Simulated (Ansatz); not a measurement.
## Pt3W under changes of volume

One of the cells (15.247 Å³/atom); the others are scaled copies at fixed shape and fractional positions:

```
Pt W
1.0
    -1.94790    1.94790    4.01834
     1.94790   -1.94790    4.01834
     1.94790    1.94790   -4.01834
Pt W
3 1
Cartesian
  0.0000 0.0000 4.0183
  1.9479 0.0000 2.0092
  0.0000 1.9479 2.0092
  0.0000 0.0000 0.0000
```

The cell comes from a database or a generator and needn't be the stable form of this composition.

* Program: Ansatz 0.2.0
* Functional: PBEsol
* Potentials or basis: all-electron LAPW, scalar-relativistic
* Cutoff: 278 eV (chosen from the basis error)
* Basis error allowed: 0.001 eV/atom
* k mesh: 10 × 10 × 10
* Occupations: fermi-dirac, width 0.05 eV
* Spin: no spin polarisation

```csv
volume (Å³/atom),energy over the lowest point (meV/atom),pressure (GPa)
14.332,31.00,15.9
14.637,8.43,8.0
14.942,0.00,1.0
15.247,4.10,-5.1
15.552,?,?
15.857,44.25,-15.5
16.162,77.89,-19.7
```

Task: What does the run at 15.552 Å³/atom give?

Result: Energy over the lowest point 19.28 meV/atom; pressure -10.6 GPa.

Worked out: A Birch-Murnaghan fit of order 3 (a polynomial in V^(-2/3)) to the other rows has its minimum at 14.99 Å³/atom with B0 = V·E''(V) = 317 GPa and B' = 5.0 at fixed shape and positions, which overstates the stiffness. It gives 19.27 meV/atom at 15.552 Å³/atom, against the run's 19.28, and -dE/dV = -10.7 GPa, against -10.6.

Energies are extrapolated to zero smearing.

The runs don't all hold the same shells in valence.
